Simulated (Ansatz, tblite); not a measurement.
# Si28H34 off sphere (Si₂₈H₃₄): a ladder of methods and basis sets

The task here is to estimate one member of a computed series from the others.

The runs use Ansatz 0.2.0, Gaussian basis; as each input shows.

The runs, in order: GFN1-xTB, GFN2-xTB, PBE-D4/def2-SVP, r2SCAN-D4/def2-SVP, B3LYP-D4/def2-SVP, B97M-V/def2-SVP, PBE0-D4/def2-TZVP, PBE-D4/def2-TZVP, HF/STO-3G, MP2/def2-SVP, RPA/def2-SVP.

## The geometry

The geometry is that of the singlet, from an earlier relaxation (r2SCAN-D4/def2-SVP).

62 atoms, charge 0, spin multiplicity 1.

Bond lengths: Si1–Si2 2.350 Å, Si1–Si5 2.349 Å, Si1–H29 1.499 Å, Si1–H30 1.499 Å, Si2–Si4 2.349 Å, Si2–H31 1.499 Å, Si2–H32 1.499 Å, Si3–Si4 2.366 Å, Si3–Si8 2.350 Å, Si3–H33 1.499 Å, Si3–H34 1.498 Å, Si4–Si10 2.350 Å, Si4–H35 1.501 Å, Si5–Si6 2.367 Å, Si5–Si9 2.350 Å, Si5–H36 1.501 Å, Si6–Si11 2.351 Å, Si6–H37 1.499 Å and more. Angles: Si2–Si1–Si5 108.8°, Si2–Si1–H29 110.3°, Si2–Si1–H30 109.1°, Si5–Si1–H29 110.3°, Si5–Si1–H30 110.0°, H29–Si1–H30 108.3°, Si1–Si2–Si4 109.0°, Si1–Si2–H31 110.3°, Si1–Si2–H32 109.1°, Si4–Si2–H31 110.2°, Si4–Si2–H32 110.0°, H31–Si2–H32 108.3°, Si4–Si3–Si8 109.8°, Si4–Si3–H33 109.8°, Si4–Si3–H34 109.4°, Si8–Si3–H33 110.2°, Si8–Si3–H34 109.6°, H33–Si3–H34 108.0° and more.

PBE0-D4/def2-SVP was run before; its log isn't repeated, and its numbers join the tables.

Set-up of the first run:

Tight binding, by tblite at 300 K electronic temperature and without a spin-polarisation term:

```python
tblite.interface.Calculator('GFN1-xTB', numbers, positions, charge=0, uhf=0).singlepoint()
```

Tight binding, by tblite at 300 K electronic temperature and without a spin-polarisation term:

```python
tblite.interface.Calculator('GFN2-xTB', numbers, positions, charge=0, uhf=0).singlepoint()
```

start.molden holds the orbitals of an earlier run on this state, given as this run's starting guess.

in.yaml reads:

```yaml
crystal:
  periodic: [false, false, false]
  atoms:
    - {symbol: Si, position_ang: [-1.384830, -4.948795, -0.613402]}
    - {symbol: Si, position_ang: [-3.280311, -3.840799, 0.224857]}
    - {symbol: Si, position_ang: [-3.326318, -1.640337, -2.937455]}
    - {symbol: Si, position_ang: [-3.290499, -1.630719, -0.572144]}
    - {symbol: Si, position_ang: [0.539687, -3.865212, 0.187275]}
    - {symbol: Si, position_ang: [0.535944, -3.887906, 2.553877]}
    - {symbol: Si, position_ang: [0.524843, -1.665638, -2.977678]}
    - {symbol: Si, position_ang: [-1.403453, -0.574263, -3.767828]}
    - {symbol: Si, position_ang: [0.536353, -1.656025, -0.612617]}
    - {symbol: Si, position_ang: [-1.362944, -0.539886, 0.212233]}
    - {symbol: Si, position_ang: [0.516269, -1.684706, 3.374189]}
    - {symbol: Si, position_ang: [-1.386054, -0.554731, 2.578789]}
    - {symbol: Si, position_ang: [-1.382976, 1.645208, -2.984181]}
    - {symbol: Si, position_ang: [-1.372964, 1.659518, -0.618859]}
    - {symbol: Si, position_ang: [-3.292100, 2.749234, 0.182614]}
    - {symbol: Si, position_ang: [-1.408506, 1.659190, 3.371776]}
    - {symbol: Si, position_ang: [-3.327198, 2.740006, 2.547982]}
    - {symbol: Si, position_ang: [2.433249, -0.556140, -3.790060]}
    - {symbol: Si, position_ang: [2.433242, -0.537511, 0.209530]}
    - {symbol: Si, position_ang: [2.420100, -0.551068, 2.578208]}
    - {symbol: Si, position_ang: [2.440267, 1.655236, -2.985476]}
    - {symbol: Si, position_ang: [0.524843, 2.755064, -3.795953]}
    - {symbol: Si, position_ang: [2.445108, 1.663837, -0.620216]}
    - {symbol: Si, position_ang: [0.534110, 2.756897, 0.208763]}
    - {symbol: Si, position_ang: [2.445492, 1.660672, 3.380478]}
    - {symbol: Si, position_ang: [0.520235, 2.748587, 2.577582]}
    - {symbol: Si, position_ang: [4.350075, 2.765556, 0.197588]}
    - {symbol: Si, position_ang: [4.358840, 2.758565, 2.564421]}
    - {symbol: H, position_ang: [-1.390233, -6.385075, -0.185545]}
    - {symbol: H, position_ang: [-1.413106, -4.904042, -2.111216]}
    - {symbol: H, position_ang: [-4.529098, -4.550194, -0.203171]}
    - {symbol: H, position_ang: [-3.227388, -3.845429, 1.722747]}
    - {symbol: H, position_ang: [-3.391900, -3.051372, -3.438987]}
    - {symbol: H, position_ang: [-4.548686, -0.920027, -3.418998]}
    - {symbol: H, position_ang: [-4.497296, -0.902943, -0.054878]}
    - {symbol: H, position_ang: [1.775213, -4.553902, -0.315175]}
    - {symbol: H, position_ang: [-0.663734, -4.633678, 3.055340]}
    - {symbol: H, position_ang: [1.760608, -4.598629, 3.044193]}
    - {symbol: H, position_ang: [0.521573, -3.088749, -3.457567]}
    - {symbol: H, position_ang: [-1.400139, -0.574223, -5.269587]}
    - {symbol: H, position_ang: [0.520955, -1.669777, 4.875377]}
    - {symbol: H, position_ang: [-2.628218, -1.261717, 3.041672]}
    - {symbol: H, position_ang: [-2.624449, 2.342852, -3.462317]}
    - {symbol: H, position_ang: [-4.515473, 2.069899, -0.353095]}
    - {symbol: H, position_ang: [-3.291018, 4.161698, -0.317526]}
    - {symbol: H, position_ang: [-1.396572, 1.656574, 4.872937]}
    - {symbol: H, position_ang: [-4.552478, 2.027119, 3.033329]}
    - {symbol: H, position_ang: [-3.375325, 4.148957, 3.055455]}
    - {symbol: H, position_ang: [2.408593, -0.547005, -5.288888]}
    - {symbol: H, position_ang: [3.672773, -1.268868, -3.341930]}
    - {symbol: H, position_ang: [3.669206, -1.243450, -0.269022]}
    - {symbol: H, position_ang: [3.653914, -1.266143, 3.049103]}
    - {symbol: H, position_ang: [3.671544, 2.362122, -3.474765]}
    - {symbol: H, position_ang: [0.523841, 2.733121, -5.294745]}
    - {symbol: H, position_ang: [0.521771, 4.183375, -3.342987]}
    - {symbol: H, position_ang: [0.543027, 4.180985, -0.267595]}
    - {symbol: H, position_ang: [2.429965, 1.653123, 4.881356]}
    - {symbol: H, position_ang: [0.516659, 4.173693, 3.051080]}
    - {symbol: H, position_ang: [5.579839, 2.080777, -0.315967]}
    - {symbol: H, position_ang: [4.360050, 4.177215, -0.304785]}
    - {symbol: H, position_ang: [5.589128, 2.061639, 3.060358]}
    - {symbol: H, position_ang: [4.385949, 4.168282, 3.071518]}
basis:
  gaussian: {orbitals: def2-SVP, fitting: {mean_field: def2-universal-jkfit}, initial_orbitals: start.molden}
hamiltonian: {xc: pbe, dispersion: d4}
scf: {omitted_lower_state_checks: [starts]}
output: {orbitals: {seedname: orbitals}}
```

Command:

```
$ ansatz run in.yaml --threads 4 --pin off --events-out ev --progress --plain --max-ram 46080MiB --backend cuda --devices 0, --max-vram 37GiB
```

Steps of the session up to this table: PBE-D4/def2-SVP; r2SCAN-D4/def2-SVP; B3LYP-D4/def2-SVP; B97M-V/def2-SVP; PBE0-D4/def2-TZVP; PBE-D4/def2-TZVP; HF/STO-3G; MP2/def2-SVP; RPA/def2-SVP.

One table of the session follows, with a row left open; its other results are not shown here.

It belongs to the step «Binding energy». 

```
             level  binding an atom (eV)
         HF/STO-3G                 3.784
       HF/def2-SVP                     ?
   PBE-D4/def2-SVP                 3.362
  PBE-D4/def2-TZVP                 3.356
r2SCAN-D4/def2-SVP                 3.364
   B97M-V/def2-SVP                 3.407
 B3LYP-D4/def2-SVP                 3.318
  PBE0-D4/def2-SVP                 3.359
 PBE0-D4/def2-TZVP                 3.359
      MP2/def2-SVP                 3.094
```

**Question.** Estimate the row for HF/def2-SVP.

As computed: binding an atom (eV): 2.433. In the column «binding an atom (eV)» it is the lowest.

Caveats from the session: Free atoms were run apart at each level; binding is atoms less cluster, divided by the number of atoms, without zero-point or spin-orbit terms.
